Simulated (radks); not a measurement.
**Ca³⁺ in [He] 2s2 2p5 3s2 3p5 4s1: an all-electron calculation**

One table from this session's results is given with a row withheld; the runs are named, their logs left out.

The numbers are computed with radks (a radial shooting solver on a logarithmic mesh, Libxc functionals) version 1 (Dirac Kohn-Sham, PBE, spin-unpolarised, spherical densities, point nucleus; open shells fill j = l - 1/2 first), except any that are marked as measured or tabulated.

## The system

| Item | Value |
| --- | --- |
| element | calcium (Z = 20) |
| charge | +3 |
| electrons | 17 |
| configuration | [He] 2s2 2p5 3s2 3p5 4s1 |

Set-up of the first run:

Settings of this run:

```text
Z 20
configuration [He] 2s2 2p5 3s2 3p5 4s1 3d0 4p0 5s0 4f0
relativity Dirac
functional pbe,pbe
spin unpolarised
j_filling energy
nucleus point
c 137.035999084
```

On the command line:

```sh
python run_ks.py task.json out
```

All runs below come from this command, one after another.

One table of the session follows, with a row left open; its other results are not shown here.

It belongs to the step «Radial structure». Radial moments (bohr):

```
level      <r>  outermost maximum (interpolated)  90 % within  nodes
1s1/2  0.07680                            0.0503        0.137      0
2s1/2   0.3576                             0.297        0.555      1
2p1/2        ?                                 ?            ?      ?
2p3/2   0.3200                             0.243        0.525      0
3s1/2    1.064                             0.939         1.58      2
3p1/2    1.113                             0.959         1.69      1
3p3/2    1.119                             0.964         1.70      1
3d3/2    1.229                             0.943         1.99      0
3d5/2    1.230                             0.945         1.99      0
4s1/2    2.679                              2.47         3.84      3
4p1/2    2.966                              2.73         4.28      2
4p3/2    2.977                              2.74         4.30      2
4f5/2    4.345                              3.85         6.40      0
4f7/2    4.345                              3.85         6.40      0
```

Estimate the missing values for 2p1/2.

The run gave: <r>: 0.3176; outermost maximum (interpolated): 0.241; 90 % within: 0.522; nodes: 0. In the column «<r>» it lies between 1s1/2 (0.07680) and 2p3/2 (0.3200).
